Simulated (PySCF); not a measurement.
**SiNH3ClO (SMILES [NH][SiH](O)Cl): UMP2/6-311+G(d,p)**

Aim: the vertical ionisation energy of SiNH3ClO at UMP2/6-311+G**, from 2 runs. Input form: a Python script.

The results are computed with PySCF 2.14.0.

**1. The molecule**

The species is SiNH3ClO (7 atoms), meant as a doublet with charge 0. SMILES: `[NH][SiH](O)Cl`. The shape is that of a PBE0-D4/def2-TZVP optimisation. This is one conformer, not always the lowest.

Bond lengths: N1–Si2 1.738 Å, Si2–O3 1.624 Å, Si2–Cl4 2.056 Å, N1–H5 1.022 Å, Si2–H6 1.475 Å, O3–H7 0.960 Å. Angles: N1–Si2–O3 110.0°, N1–Si2–Cl4 103.5°, O3–Si2–Cl4 112.0°, N1–Si2–H6 116.4°, O3–Si2–H6 106.1°, Cl4–Si2–H6 109.1°, Si2–N1–H5 114.8°, Si2–O3–H7 118.0°.

**2. A single-point energy at UMP2/6-311+G(d,p)**

Contents of input.py:

```python
from pyscf import gto, mp

system = gto.M(
    atom=[
    ('N', (-0.309900, 1.111500, -0.879100)),
    ('Si', (-0.073900, -0.114300, 0.330400)),
    ('O', (1.465600, -0.630300, 0.304800)),
    ('Cl', (-1.390000, -1.593900, -0.221000)),
    ('H', (-1.151500, 1.677300, -0.756300)),
    ('H', (-0.348600, 0.280200, 1.724700)),
    ('H', (1.869600, -0.798400, -0.549200)),
],
    max_memory=1860,
    spin=1,
    basis='6-311+g**',
    verbose=3,
    charge=0,
)

mf = system.UHF()
mf.conv_tol = 1e-10
mf.kernel()
if not mf.converged:
    mf = mf.newton().run(mf.mo_coeff, mf.mo_occ)

pt = mp.MP2(mf, frozen=12).run()
energy = pt.e_tot
print('Final energy', energy)
```

The run is started by

```
$ OMP_NUM_THREADS=1 python input.py
```

What it wrote:

```text
converged SCF energy = -879.625370717213  <S^2> = 0.75828032  2S+1 = 2.0082632
E(UMP2) = -880.202044086653  E_corr = -0.576673369439999
E(SCS-UMP2) = -880.190378003227  E_corr = -0.565007286014278
Final energy -880.2020440866529
```

Wall time 11 s (1 thread of Arm Neoverse V1, shared host); peak memory 0.43 GiB.

**3. The singlet cation**

Contents of job.py:

```python
from pyscf import gto, scf, mp

mol = gto.Mole()
mol.atom = '''
N     -0.585626     2.100431    -1.661258
Si    -0.139651    -0.215996     0.624366
O      2.769583    -1.191094     0.575989
Cl    -2.626719    -3.012034    -0.417629
H     -2.176020     3.169638    -1.429200
H     -0.658759     0.529501     3.259211
H      3.533032    -1.508757    -1.037838
'''
mol.unit = 'bohr'
mol.basis = '6-311+g**'
mol.charge = 1
mol.max_memory = 1860
mol.verbose = 3
mol.build()

hf = scf.RHF(mol)
hf.conv_tol = 1e-10
hf.kernel()
if not hf.converged:
    hf = hf.newton().run(hf.mo_coeff, hf.mo_occ)

pt = mp.MP2(hf, frozen=12).run()
e_final = pt.e_tot
print(f'total energy: {e_final:.8f} hartree')
```

The run is started by

```
$ OMP_NUM_THREADS=1 python job.py
```

What it wrote:

```text
converged SCF energy = -879.197704543761
E(RMP2) = -879.762397934872  E_corr = -0.564693391111047
E(SCS-RMP2) = -879.756094519321  E_corr = -0.55838997556034
total energy: -879.76239793 hartree
```

Wall time 6 s (1 thread of Arm Neoverse V1, shared host); peak memory 0.4 GiB.

**4. Outcome**

At UMP2/6-311+G**, 12 core orbitals frozen:

| quantity | value |
| --- | --- |
| doublet SiNH3ClO: total energy | -880.20204 Eh |
| doublet SiNH3ClO: dipole moment (Hartree–Fock density) | 1.42 D |
| doublet SiNH3ClO: HOMO energy (Hartree–Fock orbitals) (highest over α and β) | -11.92 eV |
| doublet SiNH3ClO: LUMO energy (Hartree–Fock orbitals) (lowest over α and β) | 0.95 eV |
| doublet SiNH3ClO: correlation energy (12 core orbitals frozen) | -576.7 mEh |
| doublet SiNH3ClO: ⟨S²⟩ of the reference determinant | 0.758 |
| singlet cation: total energy | -879.76240 Eh |
| singlet cation: HOMO energy (Hartree–Fock orbitals) | -18.29 eV |
| singlet cation: LUMO energy (Hartree–Fock orbitals) | -9.37 eV |
| singlet cation: HOMO–LUMO gap (Hartree–Fock orbitals) | 8.92 eV |
| singlet cation: correlation energy (12 core orbitals frozen) | -564.7 mEh |
| vertical ionisation energy (to the singlet cation) | 11.963 eV |

What this shows: Removing an electron at fixed nuclei costs 11.96 eV (1154 kJ/mol). Only the singlet of the ionised species was computed; a triplet could lie lower. Mulliken charges (singlet cation) of the mean-field density run from -0.49 on O3 to +0.83 on Si2; in a basis this large or diffuse they mean little.
